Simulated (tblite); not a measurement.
# C3H5FO2Si: the cost of one run

The runs use tblite 0.8.0 and PySCF 2.14.0, with density-fitted response routines of our own; the level of theory stands in each step. All values are computed, except where a source is named. Atoms count from 0, in the outputs and in this text.

**1. The molecule as given**

12 atoms, charge 0, multiplicity 1; geometry from: force field or distance geometry start.

Bonds of the start (Å): O0–Si1 1.64, Si1–C2 1.83, C2–F3 1.37, Si1–C4 1.80, C4–C5 1.35, C5–O6 1.30, O6–Si1 1.68, O0–H7 0.98, C2–H8 1.09, C2–H9 1.10, C4–H10 1.09, C5–H11 1.10.

**2. Relaxing the molecule with GFN2-xTB**

Job settings and geometry (Å):

```
{"job": {"kind": "relax", "xc": "GFN2-xTB", "basis": "xTB"}, "charge": 0, "multiplicity": 1}
O     -0.727500     1.918400     0.089000
Si    -0.202700     0.361700     0.013900
C     -1.467200    -0.954500    -0.065200
F     -2.415200    -0.742500     0.894800
C      1.330500     0.121800    -0.896600
C      1.969000    -0.018400     0.281600
O      1.008400     0.114700     1.147200
H     -1.124400     2.184600     0.941900
H     -1.056600    -1.954900     0.081800
H     -2.005000    -0.944400    -1.023800
H      1.649700     0.109100    -1.939100
H      3.042100    -0.196300     0.448400
```

Launch:

```bash
$ OMP_NUM_THREADS=1 python probes_run.py task.json out
```

The driver reads the jobs from task.json and runs them one after another.

**Question.** How long does this first job take on 1 thread of Arm Neoverse N1, shared host?

About 1.2 s.
